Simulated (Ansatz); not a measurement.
# GeH₂Cl₂ (singlet): wave-function methods side by side at a displaced geometry (v2), cc-pVDZ

The task here is to estimate one member of a computed series from the others.

Program: Ansatz 0.2.0, Gaussian basis. Level of theory: cc-pVDZ, core rule «outside noble gas», up to 24 orbitals frozen. These are calculated values, not measurements.

To be run: UHF; CCSD(T) on RHF; BCCD(T) on RHF; CISD; CCSDT(Q) on RHF; CASSCF and MRCISD+Q, 8 electrons in 8 orbitals; CASSCF and NEVPT2, 8 electrons in 8 orbitals.

11 further runs of the same task are left out: 5 that didn't finish, 6 set aside as unsound or not needed.

**The geometry**

The geometry is a PBE0/def2-TZVP stationary point (not a proven minimum) with its atoms shifted at random (size 0.100 Å). No spin-orbit coupling is included. The filled d shell of Ge may be among the frozen orbitals whatever the setting's name suggests; the logs give the count.

5 atoms, charge 0, spin multiplicity 1.

Atoms are counted from 1 here; the program's logs count them from 0.

Bond lengths: Ge1–Cl2 2.142 Å, Ge1–Cl3 2.131 Å, Ge1–H4 1.568 Å, Ge1–H5 1.675 Å. Angles: Cl2–Ge1–Cl3 108.3°, Cl2–Ge1–H4 114.2°, Cl2–Ge1–H5 102.5°, Cl3–Ge1–H4 110.5°, Cl3–Ge1–H5 108.6°, H4–Ge1–H5 112.3°.

The first run:

Contents of in.yaml:

```yaml
crystal:
  periodic: [false, false, false]
  atoms:
    - {symbol: Ge, position_ang: [0.062437, -0.593970, -0.003242]}
    - {symbol: Cl, position_ang: [-0.102438, 0.667222, -1.726819]}
    - {symbol: Cl, position_ang: [-0.025817, 0.634798, 1.735341]}
    - {symbol: H, position_ang: [1.351986, -1.485850, 0.018385]}
    - {symbol: H, position_ang: [-1.340463, -1.504983, -0.084498]}
basis:
  gaussian: {orbitals: cc-pVDZ}
magnetization: {spin_polarized: true, initial_magnetization: 0}
hamiltonian: {xc: hf}
output: {orbitals: {seedname: orbitals}}
```

Run with:

```console
$ ansatz run in.yaml --threads 1 --pin off --events-out ev --progress --plain --max-ram 2393MiB
```

Steps of the session up to this table: UHF; CCSD(T) on RHF; BCCD(T) on RHF; CISD; CCSDT(Q) on RHF; CASSCF and MRCISD+Q, 8 electrons in 8 orbitals; CASSCF and NEVPT2, 8 electrons in 8 orbitals.

One table of the session follows, with a row left open; its other results are not shown here.

It belongs to the step «Misses and costs». 

```
   method  from RCCSDT(Q) (meV)
      RHF              +11195.8
     RMP2               +1334.8
    RCCSD                +279.4
 RCCSD(T)                     ?
  BCCD(T)                 +43.3
   RCCSDT                 +21.5
RCCSDT(Q)                     0
```

Q: Estimate the row for RCCSD(T) from the others.

As computed: from RCCSDT(Q) (meV): +45.0. In the column «from RCCSDT(Q) (meV)» it lies between BCCD(T) (+43.3) and RCCSD (+279.4).

Not comparable, so not listed: CISD (they don't share determinant, frozen orbitals or solution with the rows shown, or repeat one).

Left out of the table: CASSCF frontier, NEVPT2 frontier, MRCISD frontier, MRCISD+Q frontier (the active space lost an orbital or holds another state than full CI finds).

To keep in mind: Warnings in the runs' records: passed over end.
